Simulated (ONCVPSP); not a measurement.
**Tungsten: generating and testing an ONCV potential**

Task: generate the file, and judge it by its errors in other configurations, its logarithmic derivatives, its ghosts and its cutoff.

Method: ONCVPSP 4.0.1.1 (patched build), PBE, scalar-relativistic.

## 1. The atom and the settings

The settings as typed:

| Quantity | Value |
| --- | --- |
| element | tungsten (W, Z = 74) |
| type | optimised norm-conserving Vanderbilt (ONCV) |
| frozen core | [Kr] 4d10 |
| valence charge | 28 |
| reference configuration | 4f14 5s2 5p6 5d4 6s2 |
| partial waves | 5s+6s: rc 1.55 bohr, ncon 4, nbas 8, qcut 6.7 1/bohr, 2 projectors; 5p: rc 1.70 bohr, ncon 5, nbas 9, qcut 6.4 1/bohr, 2 projectors, debl 0.8 Ha; 5d: rc 2.40 bohr, ncon 3, nbas 8, qcut 7 1/bohr, 2 projectors, debl 1.3 Ha; 4f: rc 1.05 bohr, ncon 4, nbas 9, qcut 14.9 1/bohr, 1 projector |
| local potential | polynomial inside 0.80 bohr (lpopt 1, dvloc0 3 Ha) |
| core correction | not asked for |

The nodes and maxima of the atom's own shells, from an earlier all-electron run, set the scale for the radii.

All-electron outer shells of the reference configuration (PBE, scalar-relativistic, ld1.x):

```tsv
shell	level (eV)	outermost node (bohr)	outermost maximum (bohr)
4d	-238.43	0.22	0.45
5s	-79.07	0.53	0.96
5p	-43.20	0.57	1.09
4f	-33.21	–	0.43
6s	-5.71	1.28	2.67
5d	-4.48	0.63	1.49
6p	-1.36	1.54	3.75
```

## 2. Generation

The input, W.dat:

```
# ATOM AND REFERENCE CONFIGURATION
# atsym  z   nc   nv     iexc    psfile
  W 74.00    9    5        4      upf
#
#   n    l    f
    1    0    2.00
    2    0    2.00
    2    1    6.00
    3    0    2.00
    3    1    6.00
    3    2   10.00
    4    0    2.00
    4    1    6.00
    4    2   10.00
    4    3   14.00
    5    0    2.00
    5    1    6.00
    5    2    4.00
    6    0    2.00
#
# PSEUDOPOTENTIAL AND OPTIMIZATION
# lmax
    3
#
#   l,   rc,      ep,       ncon, nbas, qcut
    0    1.55    0.00    4    8    6.70
    1    1.70    0.00    5    9    6.40
    2    2.40    0.00    3    8    7.00
    3    1.05    0.00    4    9   14.90
#
# LOCAL POTENTIAL
# lloc, lpopt,  rc(5),   dvloc0
    4    1    0.80    3.00
#
# VANDERBILT-KLEINMAN-BYLANDER PROJECTORs
# l, nproj, debl
    0    2    1.20
    1    2    0.80
    2    2    1.30
    3    1    2.00
#
# MODEL CORE CHARGE
# icmod, fcfact, rcfact
    0    0.00    0.00
#
# LOG DERIVATIVE ANALYSIS
# epsh1, epsh2, depsh
   -4.00    5.00    0.02
#
# OUTPUT GRID
# rlmax, drl
    6.00    0.01
#
# TEST CONFIGURATIONS
# ncnf
    4
# nvcnf
#   n    l    f
    5
    4    3   14.00
    5    0    2.00
    5    1    6.00
    5    2    4.00
    6    0    1.00
#
    5
    4    3   14.00
    5    0    2.00
    5    1    6.00
    5    2    4.00
    6    0    0.00
#
    5
    4    3   14.00
    5    0    2.00
    5    1    6.00
    5    2    3.00
    6    0    0.00
#
    6
    4    3   14.00
    5    0    2.00
    5    1    6.00
    5    2    4.00
    6    0    0.00
    6    1    2.00
#
```

On the command line:

```bash
$ oncvpsp.x < W.dat > W.out
```

Before running it: what results should come out? Wanted: cutoffs for 1 and 0.1 mHa per electron, occupied waves; bound ghosts; GHOST(+) flags; largest test error; largest phase difference near zero energy, channels read; projector energies reset by the program.

**Answer**, as computed:

| quantity | value |
| --- | --- |
| cutoffs for 1 and 0.1 mHa per electron, occupied waves | 106 Ha and 236 Ha |
| bound ghosts | s at -46.31 eV |
| GHOST(+) flags | p at 175 eV |
| largest test error (AE − PS) | -12 meV, for 4f14 5s2 5p6 5d3 6s0 (1 test unsolved) |
| largest phase difference near zero energy, channels read | 0.024 rad |
| projector energies reset by the program | p: -1.588, 0.250 Ha |

What this shows: A bound ghost (s) makes it unfit for use: electrons can fall into a state that the atom doesn't have. The worst unpolarised test, 4f14 5s2 5p6 5d3 6s0, is off by 12 meV on 49.9 eV; by total energies transferability rates as good where solved. Atomic tests can pass in spite of a ghost, since they solve only for the levels asked. Of the tests 1 gave no usable energy difference, which is a warning in itself. By its cutoff, 106 Ha for the looser tolerance, it is very hard. At the looser tolerance the 4f wave is the slowest; 5s needs 19 Ha. Near zero energy the phases of the channels with partial waves agree within 0.024 rad. The pseudo curves have a pole with no partner nearby in the atom's: s at -1.70 Ha. The program also flags highly localised states, GHOST(+) (p).
